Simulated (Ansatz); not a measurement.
From input file to script: In₃Sb, space group Pm-3m in Ansatz 0.2.0.

```yaml
crystal:
  lattice:
    - [4.836962, 0.0, 0.0]
    - [0.0, 4.836962, 0.0]
    - [0.0, 0.0, 4.836962]
  atoms:
    - { symbol: In, position: [0.5, 0.5, 0.0] }
    - { symbol: In, position: [0.5, 0.0, 0.5] }
    - { symbol: In, position: [0.0, 0.5, 0.5] }
    - { symbol: Sb, position: [0.0, 0.0, 0.0] }
kpoints:
  mp_grid: { kspacing: 0.4 }
hamiltonian:
  xc: pbesol
  pseudopotentials: { kind: paw }
scf:
  occupations: { method: cold }
```

Launched from the shell:
```console
$ ansatz run input.yaml --threads 1 --pin off --max-ram 3072MiB --backend cpu --events-out ev --progress --plain --runs-dir out
Engine: ansatz 0.2.0, aarch64-unknown-linux-gnu
Pseudopotentials: kind: paw
Pseudopotential: In, paw, valence charge 13, recommended cutoff 420 eV (normal), In.paw.azcp
Pseudopotential: Sb, paw, valence charge 15, recommended cutoff 420 eV (normal), Sb.paw.azcp
Functional definition: PBEsol
  exchange = pbesol_x
  correlation = pbesol_c
Crystal: 4 atoms, lattice volume = 113.167 Å³
Basis set: ecut = 420 eV, 2205 PW (Γ)
Bands: 31, of which v1, the nominal top of the filled ones, is band 27 counted from 1 (26 counted from 0)
Symmetry: 48 space group operations
Space group: Pm-3m (ITA 221), of the structure as read, at distance tolerance 4.8e-5 Å
k-points: 10 of 64
Non-local potential: In, projectors of the file, l = 0: 2, l = 1: 2, l = 2: 2, l = 3: 2
Non-local potential: Sb, projectors of the file, l = 0: 2, l = 1: 2, l = 2: 2, l = 3: 2
PAW form: soft (Blöchl's): semilocal exchange-correlation on the pseudo side does not see the compensation charge
PAW frozen core: In, regenerated for the run's functional, and the local potential with it (the file was generated under x = pbe(κ = 0.804, μ = 0.2195149727645171), c = pbe(β = 0.06672455060314922))
PAW frozen core: Sb, regenerated for the run's functional, and the local potential with it (the file was generated under x = pbe(κ = 0.804, μ = 0.2195149727645171), c = pbe(β = 0.06672455060314922))
PAW one-centre angular grid: In, 590 points (default); XC on 64 Gauss nodes
PAW one-centre angular grid: Sb, 590 points (default); XC on 64 Gauss nodes
Initial density: superposition of atomic densities (neutral atoms: chi_scale 0, normalization atom), corrected by the library's trained network
Initial wavefunctions: pseudopotential atomic-orbital guess
Functional: x = pbesol(κ = 0.804, μ = 0.12345679012345678), c = pbesol(β = 0.046)
SCF iter   1: F=—  HF=-22984.089919 eV  |F-HF|=—  |Δ(HF+E_count)|=         —  Δρ=2.63e-3  dr2=9.15e-3  ethr=1.77e-3  ⟨swp⟩=6.4  Hψ=1250  notcnv=0
preconditioner: auto → Kerker (q_TF=auto, 2.412 Å⁻¹)  [metal: Δε(μ)=0.068 eV  Ē_g=13.022 eV  σ=0.100 eV  W_gap=0.38  n_scr=26 (ndim 8)  ℏωp=23.2 eV  f_vac=0.000  D(μ)=5.76/eV (n_scr^D=56)]
SCF iter   2: F=—  HF=-22984.081495 eV  |F-HF|=—  |Δ(HF+E_count)|=   8.42e-3  S|Δr|=    0.00e0  Δρ=1.52e-3  dr2=3.31e-3  ethr=1.69e-5  ⟨swp⟩=2.7  Hψ=638  notcnv=0
SCF iter   3: F=—  HF=-22984.080464 eV  |F-HF|=—  |Δ(HF+E_count)|=   1.03e-3  S|Δr|=    0.00e0  Δρ=5.86e-4  dr2=2.53e-4  ethr=6.12e-6  ⟨swp⟩=2.0  Hψ=580  notcnv=0
SCF iter   4: F=—  HF=-22984.080381 eV  |F-HF|=—  |Δ(HF+E_count)|=   8.35e-5  S|Δr|=    0.00e0  Δρ=2.46e-4  dr2=9.59e-5  ethr=4.69e-7  ⟨swp⟩=2.0  Hψ=580  notcnv=0
SCF iter   5: F=—  HF=-22984.080357 eV  |F-HF|=—  |Δ(HF+E_count)|=   2.32e-5  S|Δr|=    0.00e0  Δρ=1.44e-4  dr2=2.41e-5  ethr=1.78e-7  ⟨swp⟩=2.2  Hψ=540  notcnv=0
SCF iter   6: F=—  HF=-22984.080349 eV  |F-HF|=—  |Δ(HF+E_count)|=   8.09e-6  S|Δr|=    0.00e0  Δρ=3.04e-5  dr2=1.18e-6  ethr=4.45e-8  ⟨swp⟩=2.0  Hψ=555  notcnv=0
SCF iter   7: F=-22984.080349 eV  HF=-22984.080349 eV  |F-HF|=1.66e-9  |Δ(HF+E_count)|=   3.47e-7  S|Δr|=    0.00e0  Δρ=2.86e-6  dr2=1.39e-8  ethr=2.10e-10  ⟨swp⟩=1.4  Hψ=933  notcnv=0
SCF 1 converged in 7 iterations: F = -22984.080349 eV  dr2 = 1.39e-8
  greatest PAW one-centre occupation: 0.996 electrons in one spin orbital (limit 2), on the Sb atom at site 3 (counted from 0), in its partial waves of l = 2
SCF converged after 7 iterations
Stability not checked: this state was not tested for a lower state beside it, because cold or Methfessel-Paxton smearing, or corrected tetrahedra, fill the levels in a way that the test cannot read (fill_not_monotonic; see scf.lower_state_search)
Free energy (F): -22984.080349 eV
Harris-Foulkes:  -22984.080349 eV  (|F-HF|=1.66e-9)
Internal energy: -22984.066636 eV  (E = F + TS)
E sigma→0 (E₀):  -22984.075778 eV
Entropy (-TS):   -0.013713 eV (-3.428 meV/atom)
Fermi energy:    9.596411 eV
--- Per-component energies (eV) ---
  E_band       = -269.924350
  E_kinetic    = 928.266789
  E_local      = -4865.817193  (includes V_loc(G=0)·N_el)
  E_nonlocal   = 1465.770619
  E_hartree    = 1992.330483
  E_xc         = -778.493597
  E_vxc        = -396.152196  (∫ρ·V_xc dr)
  E_paw        = -16741.981861  (= ΣΔE_a)
  E_vpaw       = -1386.654629  (= ΣTr[D̂ρ^β])
  E_aug_tail   = 0.000073  (compensation charges beyond the density's cutoff)
  E_ewald      = -4985.181514
  E_core_change = 1.039565  (= ΣΔE_core)
  E_smearing   = -0.013713  (= −TS)
  E_closure    = -0.000000  (closes the sum)
  Σ components = -22984.080349   (vs F -22984.080349, Δ=0.00e0)
```

The script, `scf.py`:
```python
"""Self-consistent field of In3Sb at the given structure."""

import ansatz as az

xtal = (
    az.Lattice.of([4.836962, 0.0, 0.0], [0.0, 4.836962, 0.0], [0.0, 0.0, 4.836962])
    .atom("In", [0.5, 0.5, 0.0])
    .atom("In", [0.5, 0.0, 0.5])
    .atom("In", [0.0, 0.5, 0.5])
    .atom("Sb", [0.0, 0.0, 0.0])
)

# functional, basis and sampling
calculation = (
    xtal.calculation()
    .functional("pbesol")
    .pseudopotentials("paw")
    .kpoints(spacing=0.4)
    .occupations(az.OccupationsMethod.COLD)  # fractional filling near the Fermi level
)
session = calculation.session()
planned = session.plan(threads=1)
done = planned.execute()
rep = done.report

energy = rep["free_energy_ev"]
print("In3Sb: {:.6f} eV = {:.6f} Ry = {:.6f} Ha".format(energy, energy / 13.605693, energy / 27.211386))
print("Fermi level {:.4f} eV, {} k-points, {} symmetry operations".format(rep["fermi_energy_ev"], rep["n_kpoints"], rep["n_symmetry_ops"]))

# accept the result only where the loop met its thresholds and nothing is doubted
problems = list(rep["published_state_doubts"])
if not rep["converged"] or rep.get("closed_by") != "deck_thresholds":
    problems.append("loop closed by " + str(rep.get("closed_by")))
print("accepted" if not problems else f"check before use: {problems}")

used = rep["setup"]
print("cutoffs (eV):", used["ecut_ev"], used["ecutrho_ev"], " FFT grid:", used["fft_dense"])
print("cell volume {:.3f} A^3, {} symmetry operations".format(used["cell_volume_ang3"], used["n_sym_ops"]))
```

```console
$ python scf.py
DeckWarning: basis.ecutwfc = 420 eV, auto-derived from the records' recommended cutoffs: set by In (normal level)
In3Sb: -22984.080349 eV = -1689.298763 Ry = -844.649381 Ha
Fermi level 9.5964 eV, 10 k-points, 48 symmetry operations
accepted
cutoffs (eV): 420.0 1680.0  FFT grid: [36, 36, 36]
cell volume 113.167 A^3, 48 symmetry operations
```
(Warnings from the package without file and line.)

Caveats:
- Absolute energies stand on the zero of these potentials, so only differences at equal settings mean something. A total without «per atom» is that of the cell as typed.
- For a metal this k-point mesh is coarse: on a finer one energies can move by several to tens of meV an atom and pressures by half a GPa or more, differences at one mesh by less.
- Only differences from the Fermi energy are physical; the zero of the scale is a convention.
- The structure comes from a database of computed cells and needn't be a stable or known phase.
- Wall time of the script: 2.2 s on 1 thread of Arm Neoverse V2, with other jobs on the host, peak memory 0.41 GiB.

(Lines on the test bed's own set-up are left out of the output.)
